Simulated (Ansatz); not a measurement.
**Ge₂H₆O: up Jacob's ladder to CCSD(T)**

Aim: compute Ge₂H₆O with functionals from several rungs and with coupled cluster, and see how far each lands from CCSD(T) at the basis-set limit for the atomisation energy.

Computed with Ansatz 0.2.0, Gaussian basis. Level: functionals in def2-TZVPP, the program's frozen cores in correlated methods.

The runs, in order: LDA (SPW92), PBE-D4, revPBE-D4, BLYP-D4, r2SCAN-D4, B97M-V, PBE0-D4, B3LYP-D4, r2SCANh-D4, r2SCAN0-D4, HSE06-D4, BHLYP-D4, CAM-B3LYP-D4, LC-ωPBE, ωB97X-V, ωB97M-V, B2PLYP, PBE-QIDH; CCSD(T)/def2-SVP; CCSD(T)/def2-TZVPP; MP2/def2-QZVPP; extrapolation to the limit; RPA on PBE.

## Step 1: The relaxed structure

All runs share one geometry, relaxed beforehand with PBE0-D4 in a triple-zeta def2 set.

SMILES `[GeH3][O][GeH3]`, 9 atoms, charge 0, spin multiplicity 1.

Atoms are counted from 1 here; the program's logs count them from 0.

Bond lengths: Ge1–O2 1.773 Å, Ge1–H4 1.541 Å, Ge1–H5 1.533 Å, Ge1–H6 1.541 Å, O2–Ge3 1.773 Å, Ge3–H7 1.533 Å, Ge3–H8 1.541 Å, Ge3–H9 1.541 Å. Angles: O2–Ge1–H4 109.2°, O2–Ge1–H5 105.7°, O2–Ge1–H6 109.2°, H4–Ge1–H5 111.3°, H4–Ge1–H6 110.0°, H5–Ge1–H6 111.3°, Ge1–O2–Ge3 127.5°, O2–Ge3–H7 105.7°, O2–Ge3–H8 109.2°, O2–Ge3–H9 109.2°, H7–Ge3–H8 111.3°, H7–Ge3–H9 111.3°, H8–Ge3–H9 109.9°.

## Step 2: LDA

This LDA is Slater exchange with PW92 correlation.

in.yaml

```yaml
crystal:
  periodic: [false, false, false]
  atoms:
    - {symbol: Ge, position_ang: [-0.704869, 1.073555, -0.927535]}
    - {symbol: O, position_ang: [0.733799, 0.211545, -0.351605]}
    - {symbol: Ge, position_ang: [0.808079, -1.058846, 0.883354]}
    - {symbol: H, position_ang: [-1.697581, 0.059650, -1.529317]}
    - {symbol: H, position_ang: [-0.201552, 2.057739, -1.990099]}
    - {symbol: H, position_ang: [-1.360810, 1.813625, 0.254694]}
    - {symbol: H, position_ang: [2.286848, -1.450363, 0.987979]}
    - {symbol: H, position_ang: [-0.056810, -2.253552, 0.435836]}
    - {symbol: H, position_ang: [0.281296, -0.499756, 2.219593]}
basis:
  gaussian: {orbitals: def2-TZVPP}
hamiltonian: {xc: lda}
output: {orbitals: {seedname: orbitals}}
```

After this run come: PBE-D4 (GGA); revPBE-D4 (GGA); BLYP-D4 (GGA); r2SCAN-D4 (meta-GGA); B97M-V (meta-GGA); PBE0-D4 (hybrid); B3LYP-D4 (hybrid); r2SCANh-D4 (hybrid); r2SCAN0-D4 (hybrid); HSE06-D4 (hybrid); BHLYP-D4 (hybrid); CAM-B3LYP-D4 (range-separated); LC-ωPBE (range-separated); ωB97X-V (range-separated); ωB97M-V (range-separated); B2PLYP (double hybrid); PBE-QIDH (double hybrid); CCSD(T) in def2-SVP; CCSD(T) in def2-TZVPP; MP2 in def2-QZVPP; RPA on PBE orbitals.

**Question.** What will the summary of the whole plan be? Wanted: atomisation energy, CCSD(T)/CBS; farthest beyond LDA; mean size of error, GGA; mean size of error, meta-GGA; mean size of error, hybrid; mean size of error, range-separated; mean size of error, double hybrid; gap, smallest and largest; T1 diagnostic.

**Answer**, as computed:

| quantity | value |
| --- | --- |
| atomisation energy, CCSD(T)/CBS | 613.9 kcal/mol |
| functionals within 6.1 kcal/mol (1.0 %) | r2SCAN-D4, B97M-V, CAM-B3LYP-D4, ωB97X-V |
| farthest beyond LDA | revPBE-D4 (-26.3 kcal/mol) |
| mean size of error, GGA | 18.4 kcal/mol |
| mean size of error, meta-GGA | 4.9 kcal/mol |
| mean size of error, hybrid | 15.7 kcal/mol |
| mean size of error, range-separated | 7.4 kcal/mol |
| mean size of error, double hybrid | 14.0 kcal/mol |
| gap, smallest and largest | 5.39 eV (LDA (SPW92)), 12.92 eV (LC-ωPBE) |
| T1 diagnostic | 0.0121 |
| triples share of the correlation energy | 3.3 % |

In words: The LDA atomisation energy is off by 73.2 kcal/mol (12 %): it overbinds. PBE-D4 misses by -13.4 kcal/mol. Double hybrids carry the basis error of their MP2 part in triple zeta, and no dispersion term here, so their miss is partly the set-up's. By mean error the best rung here is meta-GGA (4.9 kcal/mol) and the worst beyond LDA is GGA (18.4 kcal/mol). The gap between the best rungs is small, so their order is not settled. The reference freezes the cores and leaves out relativity and excitations past (T), and its outer-core shells are covered unevenly, so misses under about 6.1 kcal/mol can't be ranked. Hartree-Fock recovers 71 % of the binding; the rest is correlation. CCSD(T) in def2-SVP is off by -42.3 kcal/mol, so the small basis spoils what the method gains. The gap grows from 5.4 to 12.9 eV across the functionals, mostly with the share of exact exchange. Correlated methods include outer-core shells of Ge, which these sets cover unevenly.
